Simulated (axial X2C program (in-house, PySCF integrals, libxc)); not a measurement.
**All-electron X2C curves of VLi⁺**

What are the state, bond length, wavenumber and bond energy of VLi⁺, and what does spin–orbit coupling change?

Computed with an in-house X2C program for linear molecules on PySCF integrals. Level: all-electron X2C, V dyall-cv3z, Li dyall-cv3z.

All values are calculated.

**1. Input**

task.json reads:

```json
{
 "zs": [
  23,
  3
 ],
 "q": 1,
 "bas": [
  "dyall-cv3z",
  "dyall-cv3z"
 ],
 "levels": [
  "PBE0",
  "HF",
  "TPSSh"
 ],
 "cc": true,
 "r0": 2.67,
 "thr": -2.0,
 "nmax": 90,
 "npts": 10,
 "nst": 2,
 "ntry": 6
}
```

Keys: zs atomic numbers; q charge; bas basis sets; levels methods (HF also brings MP2); cc coupled cluster on or off; r0 starting distance in Å; thr threshold in hartree for freezing inner shells (an s shell follows its p shell); nmax most natural virtual spinors; npts points asked for on the curve; nst determinants followed; ntry starts of the search.

Run with:

```sh
python so2c.py task.json out
```

Spin-free means the one-electron spin-free X2C Hamiltonian; two-component (2c) means X2C with spin–orbit coupling and atomic mean-field two-electron Coulomb and Gaunt terms. Basis: V dyall-cv3z contracted to [10s10p6d4f2g], Li dyall-cv3z contracted to [7s8p2d]; Gaussian nuclei, density fitting. Masses: V 50.944 u, Li 7.016 u.

Notation: σ, π±, δ± give the projection m of an orbital's angular momentum (0, ±1, ±2), α and β its spin, Λ and M_S the sums; ω is the projection of a spinor's total angular momentum and Ω the sum. Logs are in hartree.

The results follow Hamiltonian by Hamiltonian and level by level.

**2. Which state to follow**

PBE0 moves the distance from 2.670 Å to 2.870 Å and compares determinants there.

Spin-free determinants:

```
ΔE (eV)             state                                   open shells
   0.00  M_S = 5/2, Λ = 2   beyond closed shells: 2 × σα, π+α, π-α, δ+α
   0.03  M_S = 5/2, Λ = 0  beyond closed shells: σα, π+α, π-α, δ+α, δ-α
   0.08  M_S = 5/2, Λ = 1   beyond closed shells: 2 × σα, π+α, δ+α, δ-α
   0.33  M_S = 3/2, Λ = 2           beyond closed shells: π+α, π-α, δ+α
   0.46  M_S = 3/2, Λ = 0            beyond closed shells: σα, δ+α, δ-α
   0.63  M_S = 3/2, Λ = 3            beyond closed shells: σα, π+α, δ+α
   0.79  M_S = 3/2, Λ = 1            beyond closed shells: σα, π-α, δ+α
```

Two-component determinants:

| ΔE (eV) | state | open shells |
| --- | --- | --- |
| 0.00 | Ω = 1/2 | excess of +ω over −ω: ω = 1/2 |
| 0.04 | Ω = 9/2 | excess of +ω over −ω: ω = 1/2, ω = 3/2, ω = 5/2 |
| 0.05 | Ω = 5/2 | excess of +ω over −ω: ω = 5/2 |
| 0.09 | Ω = 3/2 | excess of +ω over −ω: ω = 1/2, ω = -3/2, ω = 5/2 |
| 0.11 | Ω = 7/2 | excess of +ω over −ω: 2 × ω = 1/2, ω = 5/2 |
| 0.37 | Ω = 7/2 | excess of +ω over −ω: ω = -1/2, ω = 3/2, ω = 5/2 |
| 0.62 | Ω = 3/2 | excess of +ω over −ω: ω = 3/2 |

**3. PBE0, spin-free**

State followed: M_S = 5/2, Λ = 2 (beyond closed shells: 2 × σα, π+α, π-α, δ+α). The scan is laid around 2.870 Å, a first estimate of the minimum, and this SCF restarts from the orbitals of the search.

Output at 2.870 Å:

```text
spin-free X2C-1e  PBE0
basis functions 157  fitting functions 826  grid points 5089
iter        total energy     max residual
   1       -956.303452951     3.00e-05
   2       -956.303452970     1.31e-05
   3       -956.303452972     1.73e-05
converged
one-electron -1334.71979430  Coulomb 412.96269242  exact exchange -11.59310872  xc functional -35.67562131  nuclear repulsion 12.72237894
```

Along the bond, energies from the lowest point:

```
R (Å)  E (eV)  μ (D)  HOMO (eV)  LUMO (eV)  iterations
2.497  0.1072   5.04      -9.91      -6.54          17
2.612  0.0460   5.44      -9.75      -6.45          13
2.698  0.0188   5.75      -9.65      -6.38          12
2.784  0.0042   6.06      -9.54      -6.30          11
2.870  0.0000   6.36      -9.45      -6.23           3
2.970  0.0058   6.72      -9.35      -6.14          11
3.071  0.0204   7.08      -9.26      -6.05          11
3.200  0.0492   7.55      -9.15      -5.93          11
3.358  0.0950   8.11      -9.02      -5.97          11
3.587  0.1742   8.95      -8.86      -6.03          11
```

Dipoles are positive if Li is the positive end and refer to the centre of mass.

Outer orbitals at the reference distance:

```tsv
symmetry	occupied	ε (eV)	atomic character
σα	yes	-10.48	37% V s, 21% Li s, 17% V d
δ+α	yes	-10.17	100% V d
π+α	yes	-9.93	97% V d
π-α	yes	-9.77	97% V d
σα	yes	-9.45	76% V d, 19% V s, 3% Li p
σβ	no	-6.23	49% V s, 34% Li s, 11% Li p
δ-α	no	-6.05	100% V d
σα	no	-5.88	46% V p, 27% Li s, 14% V s
π+α	no	-5.30	56% V p, 38% Li p, 3% V d
```

PBE0 fields in the half plane through the axis: z from -2.4 to 5.1 Å across, distance from the axis 0.15 to 2.25 Å upwards; V lies at z = 0 and Li at z = 2.870 Å; the ELF is damped to zero where the density is low.

log10 density (e/bohr³). Ten even steps from '0' (-5.98 ) to '9' (1.40 ):
```
12223333343333333322211000
22233344444444433332221100
22334444444444444333221100
23344455555554444433222110
23344556665555544443322110
23345566766655555554322111
23445677877655555665432111
23445678987665556886532111
```

ELF. Ten even steps from '0' (0.00 ) to '9' (1.00 ):
```
00000111222233321000000000
00001122233445665310000000
00001222233456787620000000
00001122223467888410000000
00001122222357884000000000
00001235543357860000000000
00001268786347811999300000
00001374847337707999900000
```

Re = 2.867 Å, ωe = 224.7 cm⁻¹, ωexe = 1.61 cm⁻¹, Be = 0.3327 cm⁻¹, De = 0.909 eV, μ = 6.35 D.

**4. HF, spin-free**

Output at 2.870 Å:

```text
spin-free X2C-1e  HF
basis functions 157  fitting functions 826  grid points 5089
iter        total energy     max residual
   1       -955.407157831     2.02e-01
   2       -955.419501288     7.22e-03
   3       -955.420747392     1.13e-02
   4       -955.421078030     4.82e-03
   5       -955.421150591     7.47e-04
   6       -955.421171019     1.20e-03
   7       -955.421177030     6.23e-04
   8       -955.421180012     2.50e-04
   9       -955.421182085     4.06e-04
  10       -955.421183182     2.97e-04
  11       -955.421183565     6.73e-05
  12       -955.421183641     2.34e-05
  13       -955.421183653     2.10e-05
  14       -955.421183656     5.15e-06
  15       -955.421183656     1.85e-06
converged
one-electron -1335.12488341  Coulomb 413.44475654  exact exchange -46.46343572  xc functional 0.00000000  nuclear repulsion 12.72237894
```

Re = 3.002 Å, ωe = 216.5 cm⁻¹, ωexe = 1.11 cm⁻¹, Be = 0.3034 cm⁻¹, De = 1.08 eV, μ = 6.05 D.

**5. TPSSh, spin-free**

The SCF at the reference distance of 2.870 Å:

```text
spin-free X2C-1e  TPSSh
basis functions 157  fitting functions 826  grid points 5089
iter        total energy     max residual
   1       -956.536434165     4.06e-02
   2       -956.536900359     6.33e-03
   3       -956.537100463     1.61e-02
   4       -956.537318938     1.83e-03
   5       -956.537323980     1.26e-04
   6       -956.537324490     1.36e-04
   7       -956.537324661     2.16e-05
   8       -956.537324669     1.54e-05
converged
one-electron -1334.48539773  Coulomb 412.71850617  exact exchange -4.63588186  xc functional -42.85693018  nuclear repulsion 12.72237894
```

Re = 2.866 Å, ωe = 222.7 cm⁻¹, ωexe = 1.76 cm⁻¹, Be = 0.3328 cm⁻¹, De = 0.791 eV, μ = 6.33 D.

**6. MP2 and beyond, spin-free**

Correlated methods: 5 electrons correlated (frozen shells, counted by type: V 3 s, 2 p; Li 1 s), 255 virtual spinors in MP2, 45 natural virtuals in coupled cluster.

Output of the correlated part at 2.870 Å:

```text
correlated 5  virtual 255  natural virtual 45  E(MP2) -0.061761113  MP2 remainder -0.001020965
iter   CCSD correlation   residual
   1     -0.066898452   6.07e-02
   2     -0.069389427   3.10e-02
   3     -0.069821730   1.42e-02
   4     -0.069989319   7.48e-03
   5     -0.070056051   3.27e-03
   6     -0.070054380   1.23e-03
   7     -0.070057912   4.68e-04
   8     -0.070057321   2.04e-04
   9     -0.070057412   1.06e-04
  10     -0.070057514   3.78e-05
  11     -0.070057221   1.96e-05
  12     -0.070057134   8.65e-06
  13     -0.070057116   4.36e-06
(T) -0.002226077  T1 0.0455  D1 0.0723  max T2 0.046
```

T1 in the output is the amplitude norm over the root of the electron number; divide by √2 for the Lee–Taylor value.

MP2: Re = 2.899 Å, ωe = 234.4 cm⁻¹, Be = 0.3252 cm⁻¹, De = 1.04 eV.

CCSD: Re = 2.901 Å, ωe = 234.8 cm⁻¹, ωexe = 1.24 cm⁻¹, Be = 0.3247 cm⁻¹, De = 1.07 eV. T1 at Re = 0.032 (Lee–Taylor, the printed value over √2).

CCSD(T): Re = 2.895 Å, ωe = 236.4 cm⁻¹, ωexe = 1.25 cm⁻¹, Be = 0.3262 cm⁻¹, De = 1.07 eV. T1 at Re = 0.032 (Lee–Taylor, the printed value over √2).

**7. A higher determinant, spin-free**

State: M_S = 5/2, Λ = 0 (beyond closed shells: σα, π+α, π-α, δ+α, δ-α).

Output at the reference distance:

```text
spin-free X2C-1e  PBE0
basis functions 157  fitting functions 826  grid points 5089
iter        total energy     max residual
   1       -956.302439257     2.07e-05
   2       -956.302439269     9.57e-06
   3       -956.302439269     1.60e-05
converged
one-electron -1335.11752494  Coulomb 413.40100405  exact exchange -11.60204404  xc functional -35.70625328  nuclear repulsion 12.72237894
```

```csv
R (Å),E above the lowest PBE0 point (eV)
2.497,0.207
2.612,0.119
2.698,0.075
2.784,0.045
2.870,0.028
2.970,0.020
3.071,0.023
3.200,0.039
3.358,0.072
```

Re = 2.990 Å, ωe = 211.8 cm⁻¹, ωexe = 1.51 cm⁻¹, Be = 0.3058 cm⁻¹, μ = 6.46 D. Te = 0.02 eV.

**8. The spin-free curves together**

Energy (eV) of the followed determinant, spin-free, from each level's lowest point:

```
R (Å)   PBE0     HF    MP2   CCSD  CCSD(T)  TPSSh
2.497  0.107  0.196  0.138    n/a      n/a  0.106
2.612  0.046  0.107  0.064  0.065    0.063  0.045
2.698  0.019  0.061  0.029  0.030    0.028  0.018
2.784  0.004  0.029  0.008  0.009    0.008  0.004
2.870  0.000  0.010  0.000  0.000    0.000  0.000
2.970  0.006  0.000  0.002  0.002    0.003  0.006
3.071  0.020  0.002  0.016  0.015    0.017  0.020
3.200  0.049  0.018  0.045  0.045    0.047  0.048
3.358  0.095  0.053  0.095    n/a      n/a  0.092
3.587  0.174  0.125  0.185    n/a      n/a  0.168
```

**9. PBE0, 2c**

State followed: Ω = 1/2 (excess of +ω over −ω: ω = 1/2). The scan is laid around 2.870 Å, a first estimate of the minimum, and this SCF restarts from the orbitals of the search.

The SCF at the reference distance of 2.870 Å:

```text
two-component X2C + atomic mean field  PBE0
basis functions 157  fitting functions 826  grid points 5089
iter        total energy     max residual
   1       -956.085201671     8.43e-05
   2       -956.085201677     2.37e-05
   3       -956.085201682     1.60e-05
converged
one-electron -1334.18088521  Coulomb 412.85443103  exact exchange -11.58999398  xc functional -35.66606093  nuclear repulsion 12.72237894  atomic mean-field constant -0.22507154
```

Along the bond, energies from the lowest point:

```csv
R (Å),E (eV),μ (D),HOMO (eV),LUMO (eV),iterations
2.497,0.1073,5.04,-9.91,-6.54,17
2.612,0.0461,5.44,-9.75,-6.45,13
2.698,0.0188,5.75,-9.64,-6.38,12
2.784,0.0042,6.06,-9.54,-6.31,11
2.870,0.0000,6.36,-9.45,-6.23,3
2.970,0.0057,6.72,-9.35,-6.14,11
3.071,0.0203,7.08,-9.26,-6.05,11
3.200,0.0491,7.54,-9.15,-5.94,11
3.358,0.0949,8.11,-9.02,-5.97,11
3.587,0.1741,8.94,-8.86,-6.03,11
```

Dipoles are positive if Li is the positive end and refer to the centre of mass.

Outer spinors at the reference distance:

```tsv
ω	occupied	ε (eV)	atomic character	λ mixture
1/2	yes	-10.48	37% V s, 21% Li s, 18% V d	100% σ
-3/2	yes	-10.19	100% V d	100% δ
-1/2	yes	-9.94	97% V d	100% π
3/2	yes	-9.76	97% V d	100% π
1/2	yes	-9.45	76% V d, 19% V s, 3% Li p	100% σ
-1/2	no	-6.23	49% V s, 34% Li s, 11% Li p	100% σ
5/2	no	-6.03	100% V d	100% δ
1/2	no	-5.88	46% V p, 27% Li s, 14% V s	100% σ
-1/2	no	-5.30	57% V p, 38% Li p, 3% V d	100% π
```

PBE0 fields in the half plane through the axis: z from -2.4 to 5.1 Å across, distance from the axis 0.15 to 2.25 Å upwards; V lies at z = 0 and Li at z = 2.870 Å; the ELF is damped to zero where the density is low.

log10 density (e/bohr³). Ten even steps from '0' (-5.98 ) to '9' (1.40 ):
```
12223333343333333322211000
22233344444444433332221100
22334444444444444333221100
23344455555554444433221110
23344556665555544443322110
23345566766655555554322111
23445677877655555665432111
23445678987665556886532111
```

ELF. Ten even steps from '0' (0.00 ) to '9' (1.00 ):
```
00000111222233321000000000
00001122233445665310000000
00001222233456787620000000
00001122223467888410000000
00001122222357884000000000
00001235543357860000000000
00001268786347811999300000
00001374847337707999900000
```

Re = 2.867 Å, ωe = 224.7 cm⁻¹, ωexe = 1.61 cm⁻¹, Be = 0.3326 cm⁻¹, De = 0.927 eV, μ = 6.35 D.

**10. HF, 2c**

Output at 2.870 Å:

```text
two-component X2C + atomic mean field  HF
basis functions 157  fitting functions 826  grid points 5089
iter        total energy     max residual
   1       -955.189122687     2.02e-01
   2       -955.201466826     7.22e-03
   3       -955.202713489     1.13e-02
   4       -955.203044090     4.82e-03
   5       -955.203116814     7.49e-04
   6       -955.203137364     1.20e-03
   7       -955.203143423     6.24e-04
   8       -955.203146449     2.49e-04
   9       -955.203148532     4.03e-04
  10       -955.203149640     2.95e-04
  11       -955.203150015     6.68e-05
  12       -955.203150090     2.34e-05
  13       -955.203150102     2.08e-05
  14       -955.203150105     5.05e-06
  15       -955.203150105     1.84e-06
converged
one-electron -1334.58484026  Coulomb 413.33532416  exact exchange -46.45094141  xc functional 0.00000000  nuclear repulsion 12.72237894  atomic mean-field constant -0.22507154
```

Re = 3.002 Å, ωe = 216.4 cm⁻¹, ωexe = 1.11 cm⁻¹, Be = 0.3032 cm⁻¹, De = 1.10 eV, μ = 6.05 D.

**11. TPSSh, 2c**

The SCF at the reference distance of 2.870 Å:

```text
two-component X2C + atomic mean field  TPSSh
basis functions 157  fitting functions 826  grid points 5089
iter        total energy     max residual
   1       -956.318135590     4.06e-02
   2       -956.318596123     6.38e-03
   3       -956.318805077     1.60e-02
   4       -956.319021011     1.87e-03
   5       -956.319026134     1.26e-04
   6       -956.319026641     1.35e-04
   7       -956.319026811     2.23e-05
   8       -956.319026819     1.57e-05
converged
one-electron -1333.94479109  Coulomb 412.60842863  exact exchange -4.63462422  xc functional -42.84534754  nuclear repulsion 12.72237894  atomic mean-field constant -0.22507154
```

Re = 2.866 Å, ωe = 222.7 cm⁻¹, ωexe = 1.76 cm⁻¹, Be = 0.3327 cm⁻¹, De = 0.809 eV, μ = 6.33 D.

**12. MP2 and beyond, 2c**

Correlated methods: 5 electrons correlated (frozen shells, counted by type: V 3 s, 2 p; Li 1 s), 255 virtual spinors in MP2, 45 natural virtuals in coupled cluster.

Output of the correlated part at 2.870 Å:

```text
correlated 5  virtual 255  natural virtual 45  E(MP2) -0.061724090  MP2 remainder -0.001021444
iter   CCSD correlation   residual
   1     -0.066858884   6.06e-02
   2     -0.069347422   3.10e-02
   3     -0.069778247   1.42e-02
   4     -0.069945187   7.47e-03
   5     -0.070011645   3.27e-03
   6     -0.070009990   1.23e-03
   7     -0.070013522   4.68e-04
   8     -0.070012943   2.04e-04
   9     -0.070013035   1.06e-04
  10     -0.070013135   3.74e-05
  11     -0.070012845   1.93e-05
  12     -0.070012760   8.57e-06
  13     -0.070012741   4.35e-06
(T) -0.002221950  T1 0.0454  D1 0.0723  max T2 0.046
```

MP2: Re = 2.900 Å, ωe = 234.3 cm⁻¹, Be = 0.3251 cm⁻¹, De = 1.06 eV.

CCSD: Re = 2.902 Å, ωe = 234.7 cm⁻¹, ωexe = 1.24 cm⁻¹, Be = 0.3246 cm⁻¹, De = 1.08 eV. T1 at Re = 0.032 (Lee–Taylor, the printed value over √2).

CCSD(T): Re = 2.895 Å, ωe = 236.3 cm⁻¹, ωexe = 1.25 cm⁻¹, Be = 0.3261 cm⁻¹, De = 1.09 eV. T1 at Re = 0.032 (Lee–Taylor, the printed value over √2).

**13. A higher determinant, 2c**

State: Ω = 9/2 (excess of +ω over −ω: ω = 1/2, ω = 3/2, ω = 5/2).

Output at the reference distance:

```text
two-component X2C + atomic mean field  PBE0
basis functions 157  fitting functions 826  grid points 5089
iter        total energy     max residual
   1       -956.083849435     7.38e-05
   2       -956.083849443     2.40e-05
   3       -956.083849447     1.33e-05
converged
one-electron -1334.16958826  Coulomb 412.84395501  exact exchange -11.58990206  xc functional -35.66562154  nuclear repulsion 12.72237894  atomic mean-field constant -0.22507154
```

| R (Å) | E above the lowest PBE0 point (eV) |
| --- | --- |
| 2.497 | 0.144 |
| 2.612 | 0.083 |
| 2.698 | 0.056 |
| 2.784 | 0.041 |
| 2.870 | 0.037 |
| 2.970 | 0.042 |
| 3.071 | 0.057 |
| 3.200 | 0.086 |
| 3.358 | 0.132 |

Re = 2.867 Å, ωe = 224.6 cm⁻¹, ωexe = 1.61 cm⁻¹, Be = 0.3325 cm⁻¹, μ = 6.36 D. Te = 0.04 eV.

**14. The 2c curves together**

Energy (eV) of the followed determinant, 2c, from each level's lowest point:

```
R (Å)   PBE0     HF    MP2   CCSD  CCSD(T)  TPSSh
2.497  0.107  0.196  0.138    n/a      n/a  0.106
2.612  0.046  0.107  0.064  0.065    0.063  0.045
2.698  0.019  0.061  0.029  0.030    0.028  0.018
2.784  0.004  0.029  0.009  0.009    0.008  0.004
2.870  0.000  0.010  0.000  0.000    0.000  0.000
2.970  0.006  0.000  0.002  0.002    0.003  0.006
3.071  0.020  0.002  0.016  0.015    0.017  0.020
3.200  0.049  0.018  0.045  0.044    0.047  0.048
3.358  0.095  0.053  0.095    n/a      n/a  0.092
3.587  0.174  0.124  0.185    n/a      n/a  0.168
```

Time for the job: 68 s (1 thread of Arm Neoverse V2, shared host); peak memory 0.31 GiB.

**15. What came out**

Lowest determinant that the search found at its distance, spin-free: M_S = 5/2, Λ = 2 (beyond closed shells: 2 × σα, π+α, π-α, δ+α).

Lowest determinant that the search found at its distance, 2c: Ω = 1/2 (excess of +ω over −ω: ω = 1/2).

```tsv
Hamiltonian	level	Re (Å)	ωe (cm⁻¹)	De (eV)	μ (D)
spin-free	PBE0	2.867	224.7	0.909	6.35
spin-free	HF	3.002	216.5	1.08	6.05
spin-free	MP2	2.899	234.4	1.04	n/a
spin-free	CCSD	2.901	234.8	1.07	n/a
spin-free	CCSD(T)	2.895	236.4	1.07	n/a
spin-free	TPSSh	2.866	222.7	0.791	6.33
2c	PBE0	2.867	224.7	0.927	6.35
2c	HF	3.002	216.4	1.10	6.05
2c	MP2	2.900	234.3	1.06	n/a
2c	CCSD	2.902	234.7	1.08	n/a
2c	CCSD(T)	2.895	236.3	1.09	n/a
2c	TPSSh	2.866	222.7	0.809	6.33
```

Dipoles are positive if Li is the positive end and refer to the centre of mass.

Time per point (s) on 1 thread of Arm Neoverse V2, shared host (2c runs; CCSD comes with the CCSD(T) run); the times are rough: PBE0 0.36, HF 0.23, MP2 0.27, CCSD(T) 0.58, TPSSh 0.67.

At CCSD(T), going from spin-free to two-component changes Re by 0 mÅ, ωe by 0.0 %; the spin-free picture holds up (part of it comes from the scalar share of the two-electron terms). De moves by +0.02 eV; both De rest on single-determinant atoms, which can miss part of an open shell's spin–orbit lowering.

De refers to V + Li+, each in the lowest determinant found, which need not be this curve's own limit. The state is a single determinant with fixed occupations, the lowest that a limited PBE0 search found. De is counted from the lowest determinant-based energies of the atoms at the same level, without counterpoise correction. Density functionals use the spin component along the axis (collinear). Coupled cluster ran in a truncated set of natural virtual spinors; the MP2 energy of the rest was added. The meta-GGAs lack a current-density term, which matters for open shells with orbital currents, atoms included. With several unpaired electrons one determinant need not be a pure state. T1 at Re is 0.032 (Lee–Taylor), above the customary mark of 0.02.
